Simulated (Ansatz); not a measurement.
CH₃NOSi, SMILES O=C=N[SiH3], a single point from an input written key by key

Program: Ansatz 0.2.0 through its Python package.

Input file `input.yaml`:
```yaml
crystal:
  periodic: [false, false, false]
  atoms:
    - { symbol: O, position_ang: [0.9655, -2.4848, 1.4764] }
    - { symbol: C, position_ang: [0.7049, -1.4577, 0.8588] }
    - { symbol: "N", position_ang: [0.4651, -0.4744, 0.245] }
    - { symbol: Si, position_ang: [-0.2895, 0.8249, -0.4991] }
    - { symbol: H, position_ang: [0.6084, 1.7197, -1.1625] }
    - { symbol: H, position_ang: [-1.1351, 1.5573, 0.5384] }
    - { symbol: H, position_ang: [-1.258, 0.2469, -1.5027] }
basis:
  gaussian: { orbitals: cc-pVDZ }
hamiltonian:
  xc: r2scan
output:
  forces: true
```

At the Python prompt:
```pycon
>>> import ansatz as az
>>> import numpy as np
>>> import pandas as pd
>>> session = az.Session.from_deck('input.yaml')
>>> r = session.plan(threads=1).execute().report
>>> print(f'E = {r["free_energy_ev"]:.6f} eV = {r["free_energy_ev"] / 27.211386246:.7f} Ha')
E = -12497.933545 eV = -459.2905864 Ha
>>> print('converged:', r['converged'], ' doubts:', r['published_state_doubts'] or 'none')
converged: True  doubts: none
>>> symbols = ['O', 'C', 'N', 'Si', 'H', 'H', 'H']
>>> state = r['mean_field']['state']
>>> print(f'mean field: {state["energy"]["hartree"]:.7f} Ha, <S^2> = {abs(state["spin_squared"]):.4f}, stability: {state.get("stability", {}).get("kind")}')
mean field: -459.2905864 Ha, <S^2> = 0.0000, stability: minimum
>>> print('forces (eV/A)')
forces (eV/A)
>>> for symbol, f in zip(symbols, r['forces_ev_ang']):
...     print(f'  {symbol:2s} {f[0]:9.4f} {f[1]:9.4f} {f[2]:9.4f}')
...
  O    -0.7922    3.4029   -2.0015
  C     1.1896   -5.0546    2.9903
  N     0.6604    0.3663   -0.1919
  Si   -2.5944    0.5941   -0.1064
  H     0.9481    0.6668   -0.4342
  H     0.3999   -0.1232   -0.3011
  H     0.1886    0.1477    0.0447
>>> charges = r['charge_distribution']
>>> table = pd.DataFrame({'atom': symbols, 'mulliken': charges['mulliken_charges_e'], 'lowdin': charges['lowdin_charges_e']})
>>> table.round(3)
  atom  mulliken  lowdin
0    O    -0.210   0.186
1    C     0.269  -0.351
2    N    -0.272   0.118
3   Si     0.398   0.229
4    H    -0.060  -0.063
5    H    -0.061  -0.058
6    H    -0.063  -0.061
>>> print('dipole (e A):', np.round(charges['dipole_moment_e_ang'], 4) + 0.0)
dipole (e A): [-0.0919  0.3939 -0.2235]
```

Caveats:
- Total energies depend on the basis set; only differences at equal settings carry meaning.
- The geometry is a force-field or estimated start, not a minimum of this method, and the basis set is short of its limit.
- The Löwdin charges here are taken after orthogonalising the functions within each atom; they differ from plain Löwdin charges, and their signs can be unphysical.
- The whole script took 3.3 s on 1 thread of Arm Neoverse V2, with other jobs on the host, peak memory 0.22 GiB.
